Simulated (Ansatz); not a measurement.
**CH₄As (doublet): wave-function methods side by side at a displaced geometry (v2), cc-pVDZ**

The task here is to estimate one member of a computed series from the others.

Computed with Ansatz 0.2.0, Gaussian basis. Level: cc-pVDZ, core rule «outside noble gas», up to 15 orbitals frozen.

The runs, in order: UHF; CCSD(T) on ROHF; CCSD(T) on UHF; BCCD(T) on ROHF; CISD; CCSDT(Q) on ROHF; CCSDT(Q) on UHF.

19 further runs of the same task are left out: 1 for a known fault of the program, 7 that didn't finish, 11 set aside as unsound or not needed.

### The geometry

The geometry is a PBE0/def2-TZVP stationary point (not a proven minimum) with its atoms shifted at random (size 0.100 Å). No spin-orbit coupling is included. The filled d shell of As may be among the frozen orbitals whatever the setting's name suggests; the logs give the count.

6 atoms, charge 0, spin multiplicity 2.

Atoms are counted from 1 here; the program's logs count them from 0.

Bond lengths: C1–As2 1.963 Å, C1–H3 1.176 Å, C1–H4 1.024 Å, C1–H5 1.035 Å, As2–H6 1.636 Å. Angles: As2–C1–H3 104.9°, As2–C1–H4 111.4°, As2–C1–H5 110.9°, H3–C1–H4 107.3°, H3–C1–H5 105.0°, H4–C1–H5 116.4°, C1–As2–H6 95.6°.

Coordinates:

```xyz
6
CH4As
C     0.13775   -0.03555    1.62250
As   -0.02712    0.03141   -0.33226
H    -0.83684   -0.58167    1.99026
H     0.13261    0.90395    2.03075
H     0.91589   -0.65607    1.90559
H     0.16308   -1.57690   -0.56285
```

Set-up of the first run:

in.yaml reads:

```yaml
crystal:
  periodic: [false, false, false]
  atoms:
    - {symbol: C, position_ang: [0.137750, -0.035553, 1.622498]}
    - {symbol: As, position_ang: [-0.027124, 0.031405, -0.332263]}
    - {symbol: H, position_ang: [-0.836844, -0.581670, 1.990263]}
    - {symbol: H, position_ang: [0.132605, 0.903953, 2.030745]}
    - {symbol: H, position_ang: [0.915886, -0.656073, 1.905594]}
    - {symbol: H, position_ang: [0.163076, -1.576902, -0.562847]}
basis:
  gaussian: {orbitals: cc-pVDZ}
magnetization: {spin_polarized: true, initial_magnetization: 1}
hamiltonian: {xc: hf}
output: {orbitals: {seedname: orbitals}}
```

On the command line:

```bash
$ ansatz run in.yaml --threads 1 --pin off --events-out ev --progress --plain --max-ram 2393MiB
```

Among the steps run: UHF; CCSD(T) on ROHF; CCSD(T) on UHF; BCCD(T) on ROHF; CISD; CCSDT(Q) on ROHF; CCSDT(Q) on UHF.

One table of the session follows, with a row left open; its other results are not shown here.

| method | from UCCSDT(Q) (meV) |
| --- | --- |
| ROHF | +7920.5 |
| UHF | +7807.5 |
| RMP2 | +1229.2 |
| UMP2 | +1237.6 |
| CISD | +916.8 |
| RCCSD | +241.7 |
| UCCSD | +236.6 |
| RCCSD(T) | +36.6 |
| UCCSD(T) | +34.0 |
| BCCD(T) | +36.1 |
| RCCSDT | +14.0 |
| UCCSDT | +11.1 |
| RCCSDT(Q) | ? |
| UCCSDT(Q) | 0 |

Estimate the missing values for RCCSDT(Q).

As computed: from UCCSDT(Q) (meV): +3.0. In the column «from UCCSDT(Q) (meV)» it lies between UCCSDT(Q) (0) and UCCSDT (+11.1).

Limits of these values: Restricted and unrestricted rows rest on different reference determinants; where their highest levels disagree by more than a few hundredths of an eV, they describe different states and don't form one ladder.
